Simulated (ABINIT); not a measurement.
# Bi2Te3 (Tellurobismuthite) (R-3m) in ABINIT: band structure with r2SCAN

Aim: the band structure of Bi2Te3 (Tellurobismuthite) with r2SCAN.

All numbers are computed with ABINIT 10.8.3 (patched build); they aren't measurements. Logs are shortened: lines on timing, memory, paths and dates and some standing lists are left out, and cuts for length are marked. The log counts tension as positive stress, the text compression.

**The experiment to reproduce.**

“Vacancy and Antisite-Induced Ferromagnetism in Liquid-Phase Exfoliated Bi2Te3”, 2024, arxiv:2412.10539 quotes, for a bulk crystal of Bi2Te3: band gap 0.17 eV.

How close the calculation comes is told below.

### Step 1. Starting point

It takes space group R-3m (No. 166, trigonal). The conventional cell has a = 4.386 Å, b = 4.386 Å, c = 30.497 Å, α = 90.00°, β = 90.00°, γ = 120.00°. Bi (site symmetry 3m) is surrounded by 6 Te at 3.07 to 3.25 Å. Te (site symmetry 3m) is surrounded by 3 Bi at 3.07 Å. Around Te (site symmetry -3m) lie 6 Bi at 3.25 Å.

### Step 2. Band structure, r2SCAN

File run.abi:

```
ndtset 2

pp_dirpath "./"
pseudos "Bi.GGA_PBE-JTH.xml, Te.GGA_PBE-JTH.xml"

acell 19.7973602648 19.7973602648 19.7973602648
rprim
     0.2093293922     0.1208563809     0.9703478452
    -0.2093293922     0.1208563809     0.9703478452
     0.0000000000    -0.2417127619     0.9703478452
ntypat 2
znucl 83 52
natom 5
typat 1 1 2 2 2
xcart
     0.0000000000    -0.0000000001    18.2982000001
     0.0000000000     0.0000000000    12.1988000000
     0.0000000000    -0.0000000001    24.1078785001
     0.0000000000     0.0000000000     6.3891215000
     0.0000000000     0.0000000000     0.0000000000 Angstrom

ecut 26.0
pawecutdg 48.0

ixc -497498
usekden 1
pawxcdev 0

occopt 3
tsmear 0.00183747

nstep 100

iomode 3
prtwf 0
prteig 0
prtebands 0
prtden1 1
prtkden1 1
prtvha1 1
prtvclmb1 1
prtpot1 1

kptopt1 1
ngkpt1 6 6 6
nshiftk1 1
shiftk1 0.0 0.0 0.0
nband1 29
tolvrs1 1.0e-7

iscf2 -2
getden2 1
getkden2 1
nband2 35
nbdbuf2 4
tolwfr2 1.0e-11
kptopt2 -2
ndivsm2 6
prteig2 1
kptbounds2
     0.0000000000     0.0000000000     0.0000000000
     0.5000000000     0.0000000000     0.0000000000
     0.5000000000     0.1770083925    -0.1770083925
```

Potentials or basis: JTH PAW PBE v2.0.

Command:

```sh
mpirun --bind-to none -np 4 abinit run.abi > log 2>&1
```

run.abo:

```text
.Version 10.8.3 of ABINIT
 DATASET    1 : space group R-3 m (#166); Bravais hR (rhombohedral)
================================================================================
 Values of the parameters that define the memory need for DATASET  1.
     intxc =       0    ionmov =       0      iscf =      17    lmnmax =      18
     lnmax =       6     mgfft =      96  mpssoang =       3    mqgrid =    3001
     natom =       5  nloc_mem =       2    nspden =       1   nspinor =       1
    nsppol =       1      nsym =      12    n1xccc =       1    ntypat =       2
    occopt =       3   xclevel =       2
       mpw =        7289          nfft =      884736          nkpt =          32
Pmy_natom=         2
 PAW method is used; the additional fine FFT grid is defined by:
   mgfftf=       125    nfftf =   1953125
================================================================================
================================================================================

 DATASET    2 : space group R-3 m (#166); Bravais hR (rhombohedral)
================================================================================
 Values of the parameters that define the memory need for DATASET  2.
     intxc =       0    ionmov =       0      iscf =      -2    lmnmax =      18
     lnmax =       6     mgfft =      96  mpssoang =       3    mqgrid =    3001
     natom =       5  nloc_mem =       2    nspden =       1   nspinor =       1
    nsppol =       1      nsym =      12    n1xccc =       1    ntypat =       2
    occopt =       3   xclevel =       2
       mpw =        7298          nfft =      884736          nkpt =          17
Pmy_natom=         2
 PAW method is used; the additional fine FFT grid is defined by:
   mgfftf=       125    nfftf =   1953125
================================================================================
================================================================================

--------------------------------------------------------------------------------
------------- Echo of variables that govern the present computation ------------
--------------------------------------------------------------------------------
 -outvars: echo values of preprocessed input variables --------
            acell      1.9797360265E+01  1.9797360265E+01  1.9797360265E+01 Bohr
              amu      2.08980370E+02  1.27600000E+02
             ecut      2.60000000E+01 Hartree
           getden1          0
           getden2          1
          getkden1          0
          getkden2          1
             iscf1         17
             iscf2         -2
              ixc     -497498
           jdtset        1    2
           kptopt1          1
           kptopt2         -2
         kptrlatt        6    0    0      0    6    0      0    0    6
          kptrlen1     4.97300327E+01
          kptrlen2     3.00000000E+01
            natom           5
            nband1         29
            nband2         35
           nbdbuf1          0
           nbdbuf2          4
           ndtset           2
           ndivsm1          0
           ndivsm2          6
            ngfft          96      96      96
          ngfftdg         125     125     125
             nkpt1         32
             nkpt2         17
            nstep         100
             nsym          12
           ntypat           2
           occopt           3
        pawecutdg      4.80000000E+01 Hartree
         pawxcdev           0
        prtebands           0
           prteig1          0
           prteig2          1
          prtkden           1
           prtpot1          1
           prtpot2          0
         prtvclmb1          1
         prtvclmb2          0
           prtvha1          1
           prtvha2          0
            prtwf           0
            rprim      2.0932939220E-01  1.2085638090E-01  9.7034784520E-01
                      -2.0932939220E-01  1.2085638090E-01  9.7034784520E-01
                       0.0000000000E+00 -2.4171276190E-01  9.7034784520E-01
           shiftk1     0.00000000E+00  0.00000000E+00  0.00000000E+00
           shiftk2     5.00000000E-01  5.00000000E-01  5.00000000E-01
          spgroup         166
           tolvrs1     1.00000000E-07
           tolvrs2     0.00000000E+00
           tolwfr1     0.00000000E+00
           tolwfr2     1.00000000E-11
[... 498 lines left out ...]
 -1.1940E-02 -4.6917E-03  3.6562E-02  6.4525E-02  1.0139E-01  1.0395E-01
  1.5086E-01  1.6432E-01  1.8658E-01  1.9312E-01  1.9842E-01

Result for kinetic energy density :

--------------------------------------------------------------------------------
 Total kinetic energy density [Ha/Bohr^3]
)     Maximum=    9.9938E-02  at reduced coord.    0.3520    0.3840    0.4160
)     Minimum=    7.7726E-04  at reduced coord.    0.5040    0.5040    0.4960
   Integrated=    1.6484E+01
--------------------------------------------------------------------------------

--- !ResultsGS
iteration_state: {dtset: 2, }
comment   : Summary of ground state results
lattice_vectors:
- [  4.1441694,   2.3926373,  19.2103259, ]
- [ -4.1441694,   2.3926373,  19.2103259, ]
- [  0.0000000,  -4.7852746,  19.2103259, ]
lattice_lengths: [  19.79736,   19.79736,   19.79736, ]
lattice_angles: [ 24.166,  24.166,  24.166, ] # degrees, (23, 13, 12)
lattice_volume:   1.1428793E+03
convergence: {deltae:  0.000E+00, res2:  0.000E+00, residm:  9.988E-12, diffor:  0.000E+00, }
etotal    :   5.91504913E+00
entropy   :   0.00000000E+00
fermie    :  -5.22380426E-02
cartesian_stress_tensor: null
pressure_GPa: null
xred      :
- [  6.0000E-01,   6.0000E-01,   6.0000E-01, Bi]
- [  4.0000E-01,   4.0000E-01,   4.0000E-01, Bi]
- [  7.9050E-01,   7.9050E-01,   7.9050E-01, Te]
- [  2.0950E-01,   2.0950E-01,   2.0950E-01, Te]
- [  4.1989E-10,   4.1989E-10,   2.3278E-10, Te]
cartesian_forces: null
force_length_stats: {min: null, max: null, mean: null, }
...

 Integrated electronic density in atomic spheres:
 ------------------------------------------------
 Atom  Sphere_radius  Integrated_density
    1        2.41231         12.07176250
    2        2.41231         12.07176250
    3        2.31107          3.09660172
    4        2.31107          3.09660172
    5        2.31107          3.13280702

================================================================================

 ----iterations are completed or convergence reached----

 Mean square residual over all n,k,spin=   61.895E-13; max=  99.876E-13
 reduced coordinates (array xred) for    5 atoms
       0.600000000493      0.600000000493      0.600000000306
       0.400000000347      0.400000000347      0.400000000160
       0.790500000628      0.790500000628      0.790500000441
       0.209500000211      0.209500000211      0.209500000024
       0.000000000420      0.000000000420      0.000000000233

 cartesian coordinates (angstrom) at end:
    1     -0.00000000000000    -0.00000000015476    18.29820000009999
    2      0.00000000000000     0.00000000005476    12.19880000000000
    3      0.00000000000000    -0.00000000035434    24.10787850009999
    4      0.00000000000000     0.00000000025434     6.38912150000000
    5     -0.00000000000000     0.00000000047382     0.00000001090323
 length scales= 19.797360264800 19.797360264800 19.797360264800 bohr
              = 10.476311881061 10.476311881061 10.476311881061 angstroms
 Eigenvalues (hartree) for nkpt=  17  k points:
 kpt#   1, nband= 35, wtk=  1.00000, kpt=  0.0000  0.0000  0.0000 (reduced coord)
  -0.94650   -0.94650   -0.94646   -0.94646   -0.94614   -0.94607   -0.94598   -0.94598
  -0.94592   -0.94592   -0.57415   -0.54605   -0.49898   -0.40043   -0.38188   -0.15073
  -0.14278   -0.13254   -0.13254   -0.13094   -0.13094   -0.09902   -0.09902   -0.06139
  -0.04291   -0.03710   -0.03710    0.01707    0.02045    0.02045    0.13119    0.15303
   0.17358    0.17363    0.18825
 kpt#   2, nband= 35, wtk=  1.00000, kpt=  0.0500  0.0000  0.0000 (reduced coord)
  -0.94651   -0.94650   -0.94646   -0.94645   -0.94613   -0.94607   -0.94599   -0.94598
  -0.94592   -0.94592   -0.57329   -0.54533   -0.49836   -0.40114   -0.38264   -0.15965
  -0.15327   -0.13958   -0.12727   -0.12525   -0.11802   -0.10982   -0.10261   -0.07292
  -0.03455   -0.03208   -0.02270    0.01663    0.01820    0.01955    0.13035    0.14474
   0.17313    0.17343    0.19115
 kpt#   3, nband= 35, wtk=  1.00000, kpt=  0.1000  0.0000  0.0000 (reduced coord)
  -0.94654   -0.94648   -0.94647   -0.94641   -0.94610   -0.94605   -0.94600   -0.94598
  -0.94594   -0.94591   -0.57074   -0.54316   -0.49653   -0.40342   -0.38492   -0.17352
  -0.16776   -0.14779   -0.13303   -0.12302   -0.11713   -0.10848   -0.10172   -0.08906
  -0.02026   -0.02013   -0.00494    0.01052    0.01730    0.02404    0.12267    0.13651
[... 71 lines left out ...]
   0.01817    0.02303    0.04306    0.06400    0.06478    0.07849    0.12965    0.13564
   0.19144    0.20563    0.23633
 kpt#  16, nband= 35, wtk=  1.00000, kpt=  0.5000  0.1475 -0.1475 (reduced coord)
  -0.94666   -0.94663   -0.94654   -0.94636   -0.94597   -0.94593   -0.94589   -0.94587
  -0.94577   -0.94575   -0.48546   -0.48412   -0.47530   -0.46917   -0.46804   -0.24919
  -0.23165   -0.22995   -0.19733   -0.17922   -0.16922   -0.14374   -0.11053   -0.10473
   0.00205    0.00976    0.04039    0.06733    0.08747    0.08955    0.15452    0.15899
   0.17659    0.18378    0.21342
 kpt#  17, nband= 35, wtk=  1.00000, kpt=  0.5000  0.1770 -0.1770 (reduced coord)
  -0.94663   -0.94663   -0.94656   -0.94636   -0.94594   -0.94593   -0.94590   -0.94588
  -0.94577   -0.94575   -0.48377   -0.48280   -0.47327   -0.47155   -0.47072   -0.24428
  -0.22800   -0.22753   -0.21141   -0.19580   -0.16181   -0.13806   -0.10201   -0.09333
  -0.01194   -0.00469    0.03656    0.06452    0.10139    0.10395    0.15086    0.16432
   0.18658    0.19312    0.19842

== END DATASET(S) ==============================================================
================================================================================

 -outvars: echo values of variables after computation  --------
            acell      1.9797360265E+01  1.9797360265E+01  1.9797360265E+01 Bohr
           etotal1     5.9150491255E+00
            fcart1    -2.2697790760E-18 -1.4013419946E-18 -2.1240533774E-03
                       2.2697790760E-18 -1.4537943888E-19  2.1240533774E-03
                      -2.1320617318E-18  2.7039712924E-18 -4.9601117909E-03
                       2.1320617318E-18 -3.8388914225E-19  4.9601117909E-03
                      -0.0000000000E+00 -7.7336071671E-19 -0.0000000000E+00
            rprim      2.0932939220E-01  1.2085638090E-01  9.7034784520E-01
                      -2.0932939220E-01  1.2085638090E-01  9.7034784520E-01
                       0.0000000000E+00 -2.4171276190E-01  9.7034784520E-01
           strten1    -3.7947421799E-05 -3.7947421181E-05 -3.5231660460E-05
                       4.8651676622E-13  0.0000000000E+00  0.0000000000E+00
           xangst     -6.6836981082E-17 -1.5476339646E-10  1.8298200000E+01
                       4.0274742085E-17  5.4762741962E-11  1.2198800000E+01
                       4.3153148546E-16 -3.5433687690E-10  2.4107878500E+01
                       8.5483061189E-17  2.5433629269E-10  6.3891215000E+00
                      -3.3062862914E-27  4.7381504848E-10  1.0903233673E-08
             xred      6.0000000049E-01  6.0000000049E-01  6.0000000031E-01
                       4.0000000035E-01  4.0000000035E-01  4.0000000016E-01
                       7.9050000063E-01  7.9050000063E-01  7.9050000044E-01
                       2.0950000021E-01  2.0950000021E-01  2.0950000002E-01
                       4.1988879040E-10  4.1988879040E-10  2.3277713090E-10
 Calculation completed.
```

Run time: 29 min. Hardware: 4 MPI ranks of Arm Neoverse V2, shared host; peak memory 5.4 GiB.

Results:

| Item | Value |
| --- | --- |
| Free energy | 160.9567 eV |
| Pressure | 1.1 GPa |
| Largest force | 0.255 eV/Å |
| Band gap on the k mesh | 0.50 eV, direct |
| Band gap along the path | 0.50 eV, direct |
| Valence electrons inside the program's atomic spheres | Bi 12.07; Te 3.10, 3.13 |

Forces in eV/Å, atoms in the order of the input:
```
Bi   0.000  0.000 -0.109
Bi   0.000  0.000  0.109
Te   0.000  0.000 -0.255
Te   0.000  0.000  0.255
Te   0.000  0.000  0.000
```

Levels at the corners of the path, in eV from the valence-band top:
| point | band 22 | band 23 | band 24 | band 25 | band 26 | band 27 |
| --- | --- | --- | --- | --- | --- | --- |
| Γ | -1.02 | -1.02 | 0.00 | 0.50 | 0.66 | 0.66 |
| L | -2.56 | -1.08 | -0.57 | 0.72 | 1.09 | 2.91 |
| B1 | -2.09 | -1.11 | -0.87 | 1.35 | 1.54 | 2.67 |

Caveat: totals of a meta-GGA on PAW files have another zero than those of a GGA; the PAW data sets were made with another functional, which shifts forces and pressure a little; spin-orbit coupling is left out, which as a rule narrows the gap of such compounds by several tenths of an eV.

### Step 3. Against experiment

Step 2. A measured gap of Bi2Te3 is 0.17 eV (quoted in “Vacancy and Antisite-Induced Ferromagnetism in Liquid-Phase Exfoliated Bi2Te3”, 2024, arxiv:2412.10539); the calculated 0.50 eV misses it by +0.33 eV. Spin-orbit coupling on Bi, Te is left out. The value is that of r2SCAN, without temperature or zero-point motion.
